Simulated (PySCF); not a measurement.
# H3S3Sm (Sm(SH)3): the cost of one run

The runs use PySCF 2.14.0; PBE, Sm lcecp-1-SVP with ECP51, S def2-SVP, H def2-SVP; scalar-relativistic core potentials, no spin–orbit coupling.

7 further runs of the same task are left out: 2 for a known fault of the program, 5 that didn't finish.

### Step 1. The starting structure

7 atoms, charge 0, spin multiplicity 1.

Bond lengths: Sm1–S2 2.753 Å, Sm1–S4 2.753 Å, Sm1–S6 2.753 Å, S2–H3 1.341 Å, S4–H5 1.341 Å, S6–H7 1.341 Å. Angles: S2–Sm1–S4 120.0°, S2–Sm1–S6 120.0°, S4–Sm1–S6 120.0°, Sm1–S2–H3 104.2°, Sm1–S4–H5 104.2°, Sm1–S6–H7 104.2°.

Coordinates:

```mol
H3S3Sm
  3D, bonds by distance, orders not assigned

  7  6  0  0  0  0  0  0  0  0999 V2000
    0.0000    0.0000    0.0000 Sm  0  0
    2.7526    0.0000    0.0000 S   0  0
    3.0826    0.0000    1.3000 H   0  0
   -1.3763    2.3838    0.0000 S   0  0
   -1.5413    2.6696    1.3000 H   0  0
   -1.3763   -2.3838    0.0000 S   0  0
   -1.5413   -2.6696    1.3000 H   0  0
  1  2  8  0
  1  4  8  0
  1  6  8  0
  2  3  8  0
  4  5  8  0
  6  7  8  0
M  END
```

Formal oxidation states: Sm +3. Each metal's 5 4f electrons lie in its core potential, so multiplicities, spins and levels count the valence alone.

### Step 2. SCF at the start, singlet

The input, run.py (the lines that set the calculation):

```python
mol = gto.M(atom='''
Sm     0.00000     0.00000     0.00000
S      2.75260     0.00000     0.00000
H      3.08260     0.00000     1.30000
S     -1.37630     2.38380     0.00000
H     -1.54130     2.66960     1.30000
S     -1.37630    -2.38380     0.00000
H     -1.54130    -2.66960     1.30000''',
    basis={'Sm': 'lcecp-1-SVP', 'S': 'def2-SVP', 'H': 'def2-SVP'},
    ecp={'Sm': 'lcecp-1-SVP'},
    charge=0, spin=0)
mf = dft.RKS(mol, xc='PBE')
mf.grids.atom_grid = (50, 194)  # f atoms: unpruned, at least (60, 302)
mf = mf.density_fit()  # fitting sets: Sm AutoAux, S def2-universal-JKFIT, H def2-universal-JKFIT
mf.conv_tol = 1e-08; mf.max_cycle = 55
mf.kernel(dm0)  # dm0: free metal ions and neutral atoms
```

Run with:

```sh
$ OMP_NUM_THREADS=2 python run.py
```

Q: Estimate wall time and peak memory on 2 threads of Arm Neoverse V1, shared host.

About 11 s, with a peak of 0.55 GiB.
